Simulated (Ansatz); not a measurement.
# Al: the cost of one run

Method: run time, single point, PBE, NC, in Ansatz 0.2 early development.

**1. The starting structure**

It takes space group Fm-3m (No. 225, cubic). The conventional cell has a = 4.050 Å, b = 4.050 Å, c = 4.050 Å, α = 90.00°, β = 90.00°, γ = 90.00°. Al (site symmetry m-3m) is surrounded by 12 Al at 2.86 Å.

Coordinates:

```cif
data_structure
_symmetry_space_group_name_H-M 'P 1'
_symmetry_Int_Tables_number 1
_cell_length_a 2.8638
_cell_length_b 2.8638
_cell_length_c 2.8638
_cell_angle_alpha 60.000
_cell_angle_beta 60.000
_cell_angle_gamma 60.000
_cell_volume 16.61
loop_
_atom_site_label
_atom_site_type_symbol
_atom_site_fract_x
_atom_site_fract_y
_atom_site_fract_z
_atom_site_occupancy
Al1 Al 0.00000 0.00000 0.00000 1
```

**2. The calculation**

The input, input.yaml:

```yaml
accuracy: medium
crystal:
  lattice:
    - [0.0000000000, 2.0250000000, 2.0250000000]
    - [2.0250000000, 0.0000000000, 2.0250000000]
    - [2.0250000000, 2.0250000000, 0.0000000000]
  atoms:
    - { symbol: Al, position: [0.000000000000, 0.000000000000, 0.000000000000] }
kpoints:
  mp_grid: { grid: [12, 12, 12] }
hamiltonian:
  xc: pbe
  pseudopotentials: { kind: nc, root: pseudopotentials }
scf:
  eigensolver: { mixed_precision: true }
  occupations: { method: fermi_dirac, width: 0.1 eV }
output:
  optics: {}
```

Run with:

```
$ ansatz run input --backend cuda --devices 1 --threads 8 --events-out ev
```

**Question.** How long does this run take on 1 × NVIDIA GB300 with 8 threads of Arm Neoverse V2 (Grace), shared host, and how much memory does it need?

About 4.8 s, with a peak of 1.5 GiB on the host and 0.12 GiB on a GPU.
